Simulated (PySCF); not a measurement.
# C2H7GaS: NMR shifts at several levels of theory, part 2 of 2

PySCF 2.14.0. Atoms count from 0.

## 9. Nuclear shieldings: LC-wPBE/pcSseg-2

Job settings and geometry (Å):

```
{"job": {"kind": "nmr", "xc": "LC-wPBE", "basis": "pcSseg-2", "pop": false}, "charge": 0, "multiplicity": 1}
C     -2.474591    -0.120290     0.284886
S     -0.922990    -0.809613     0.950548
Ga     0.633706     0.280219    -0.157646
C      2.499998    -0.124931     0.286025
H     -3.106999    -0.946966    -0.066831
H     -3.005375     0.418555     1.081777
H     -2.288233     0.568016    -0.550996
H      0.098600     1.307530    -1.219345
H      2.628361    -1.195100     0.505664
H      2.794995     0.438902     1.185657
H      3.179992     0.157707    -0.530295
```

Method: GIAO LC-wPBE/pcSseg-2 NMR shielding, non-relativistic, gas phase.

Log:

```text
coarse grid: 41400 points
cycle   1  E = -2403.0902463377  dE = -4.686e-01  |g| = 1.191e+00  |ddm| = 2.191e+00
cycle   2  E = -2403.0660597426  dE =  2.419e-02  |g| = 1.426e+00  |ddm| = 7.623e-01
cycle   3  E = -2403.1886904674  dE = -1.226e-01  |g| = 1.011e-01  |ddm| = 3.666e-01
cycle   4  E = -2403.1897410817  dE = -1.051e-03  |g| = 2.923e-02  |ddm| = 7.427e-02
cycle   5  E = -2403.1899675065  dE = -2.264e-04  |g| = 7.466e-03  |ddm| = 2.814e-02
cycle   6  E = -2403.1899925422  dE = -2.504e-05  |g| = 1.947e-03  |ddm| = 1.397e-02
cycle   7  E = -2403.1899939763  dE = -1.434e-06  |g| = 7.579e-04  |ddm| = 3.068e-03
final grid: 85056 points
cycle   8  E = -2403.1900043538  dE = -2.081e-07  |g| = 4.646e-04  |ddm| = 1.435e-03
cycle   9  E = -2403.1900043870  dE = -3.320e-08  |g| = 3.817e-04  |ddm| = 5.719e-04
cycle  10  E = -2403.1900044204  dE = -3.338e-08  |g| = 5.014e-05  |ddm| = 2.226e-04
cycle  11  E = -2403.1900044215  dE = -1.114e-09  |g| = 4.469e-05  |ddm| = 8.941e-05
cycle  12  E = -2403.1900044219  dE = -3.565e-10  |g| = 6.364e-06  |ddm| = 5.878e-05
converged SCF energy = -2403.1900044219

GIAO shielding tensors (ppm)
atom      isotropic    diamagn.    paramagn.     s11        s22        s33       span
  0 C      172.562     239.030     -66.468    156.031    167.362    194.295     38.264
  1 S      569.607    1057.639    -488.032    390.541    651.786    666.495    275.954
  2 Ga    1100.697    2642.236   -1541.539    938.571   1161.047   1202.473    263.902
  3 C      193.016     235.468     -42.451    180.699    196.274    202.077     21.378
  4 H       29.050      28.568       0.482     23.178     26.519     37.452     14.274
  5 H       29.039      28.617       0.421     23.199     26.528     37.389     14.190
  6 H       29.052      30.006      -0.955     22.916     28.895     35.344     12.428
  7 H       25.307      30.209      -4.902     20.323     20.729     34.871     14.548
  8 H       31.000      28.440       2.560     25.549     29.216     38.235     12.686
  9 H       31.321      28.087       3.234     26.406     28.344     39.215     12.809
 10 H       31.050      28.053       2.997     25.945     27.789     39.417     13.471
```

Run time: 57 s. Hardware: 1 thread of Arm Neoverse V1, shared host; peak memory 1.2 GiB.

In short: δ C0 15.7, C3 -4.7, S1 -69, Ga2 610, H7 6.01, H4 2.27 ppm (means over like atoms).

## 10. Nuclear shieldings: PBE0/6-31G

Same as in step 9 but for these lines:

```diff
@@ -1,2 +1,2 @@
-{"job": {"kind": "nmr", "xc": "LC-wPBE", "basis": "pcSseg-2", "pop": false}, "charge": 0, "multiplicity": 1}
+{"job": {"kind": "nmr", "xc": "PBE0", "basis": "6-31G", "pop": true}, "charge": 0, "multiplicity": 1}
 C     -2.474591    -0.120290     0.284886
```

With the program's defaults for keys left out, this is: GIAO PBE0/6-31G NMR shielding, non-relativistic, gas phase.

Log:

```text
coarse grid: 41400 points
cycle   1  E = -2402.5571015315  dE = -4.125e-01  |g| = 3.774e-01  |ddm| = 2.990e+00
cycle   2  E = -2402.5396828483  dE =  1.742e-02  |g| = 4.511e-01  |ddm| = 1.090e+00
cycle   3  E = -2402.6029432345  dE = -6.326e-02  |g| = 3.310e-02  |ddm| = 6.000e-01
cycle   4  E = -2402.6031130688  dE = -1.698e-04  |g| = 1.494e-02  |ddm| = 4.444e-02
cycle   5  E = -2402.6031542261  dE = -4.116e-05  |g| = 2.483e-03  |ddm| = 1.745e-02
cycle   6  E = -2402.6031562597  dE = -2.034e-06  |g| = 8.401e-04  |ddm| = 4.543e-03
final grid: 85056 points
cycle   7  E = -2402.6031552735  dE =  9.124e-08  |g| = 9.724e-04  |ddm| = 2.395e-03
cycle   8  E = -2402.6031550899  dE =  1.836e-07  |g| = 1.198e-03  |ddm| = 3.020e-03
cycle   9  E = -2402.6031555596  dE = -4.696e-07  |g| = 8.810e-05  |ddm| = 1.749e-03
cycle  10  E = -2402.6031555607  dE = -1.123e-09  |g| = 1.273e-06  |ddm| = 6.217e-05
cycle  11  E = -2402.6031555607  dE =  9.095e-13  |g| = 4.202e-07  |ddm| = 5.202e-06
converged SCF energy = -2402.6031555607

GIAO shielding tensors (ppm)
atom      isotropic    diamagn.    paramagn.     s11        s22        s33       span
  0 C      180.385     252.897     -72.512    162.486    173.348    205.322     42.836
  1 S      580.193    1057.859    -477.666    337.164    679.293    724.123    386.959
  2 Ga    1531.477    2634.246   -1102.769   1412.550   1566.903   1614.977    202.426
  3 C      197.984     248.016     -50.032    183.442    201.405    209.106     25.664
  4 H       30.034      30.099      -0.065     24.460     27.239     38.402     13.943
  5 H       30.046      30.098      -0.052     24.522     27.288     38.327     13.805
  6 H       30.371      30.569      -0.198     24.289     30.262     36.561     12.272
  7 H       25.559      29.627      -4.068     20.102     21.443     35.130     15.028
  8 H       32.112      29.022       3.090     26.441     30.446     39.448     13.007
  9 H       32.453      28.927       3.526     27.280     29.668     40.412     13.131
 10 H       32.185      28.976       3.208     26.995     29.003     40.556     13.561
```

Run time: 6.6 s. Hardware: 1 thread of Arm Neoverse V1, shared host; peak memory 0.42 GiB.

This run: δ C0 19.2, C3 1.6, S1 -39, Ga2 511, H7 7.05, H4 2.46 ppm (means over like atoms).

## 11. Side by side: NMR shifts

Shifts (ppm), means over like atoms, with basis size and wall time:

| run | C0 | C3 | H7 | H4 | H8 | S1 | Ga2 | functions | time |
| --- | --- | --- | --- | --- | --- | --- | --- | --- | --- |
| PBE0/pcSseg-2 | 19.1 | -3.4 | 6.30 | 2.48 | 0.24 | -18 | 600 | 276 | 32 s |
| mPW1PW91/pcSseg-2 | 19.3 | -3.0 | 6.29 | 2.47 | 0.25 | -18 | 599 | 276 | 32 s |
| WP04/pcSseg-2 | 21.4 | -1.5 | 5.56 | 2.32 | 0.25 | -13 | 527 | 276 | 34 s |
| B97-2/pcSseg-2 | 19.7 | -2.9 | 6.23 | 2.48 | 0.25 | -16 | 587 | 276 | 34 s |
| BHandHLYP/pcSseg-2 | 17.8 | -4.7 | 5.96 | 2.42 | 0.19 | -36 | 568 | 276 | 34 s |
| CAM-B3LYP/pcSseg-2 | 17.8 | -3.9 | 6.26 | 2.44 | 0.25 | -8 | 631 | 276 | 49 s |
| wB97X-D/pcSseg-2 | 18.2 | -3.3 | 6.24 | 2.40 | 0.24 | -22 | 619 | 276 | 48 s |
| LC-wPBE/pcSseg-2 | 15.7 | -4.7 | 6.01 | 2.27 | 0.19 | -69 | 610 | 276 | 57 s |
| PBE0/6-31G | 19.2 | 1.6 | 7.05 | 2.46 | 0.36 | -39 | 511 | 72 | 6.6 s |

## 12. Summary of results

What follows sums up all 2 parts.

```
                                                              quantity                 value
                                ¹³C shifts against TMS (PBE0/pcSseg-2)        19.1, -3.4 ppm
¹H shifts against TMS (PBE0/pcSseg-2, means over atoms taken as alike)  6.30, 2.48, 0.24 ppm
                                ³³S shifts against CS2 (PBE0/pcSseg-2)               -18 ppm
                             ⁷¹Ga shifts against GaH4- (PBE0/pcSseg-2)               600 ppm
                                             range of the shift of Ga2        511 to 631 ppm
```

Single values in the summary come from the first run of each kind that ended normally (PBE0/pcSseg-2), which need not be the best level. At PBE0/pcSseg-2: Shielding is most anisotropic at S1 (span 310 ppm, paramagnetic term -537 ppm). Across the 9 runs the shift of Ga2 moves most, between 511 (PBE0/6-31G) and 631 ppm (CAM-B3LYP/pcSseg-2). Spin-orbit coupling is left out, which matters for shieldings and couplings at and beside the heavy atoms.
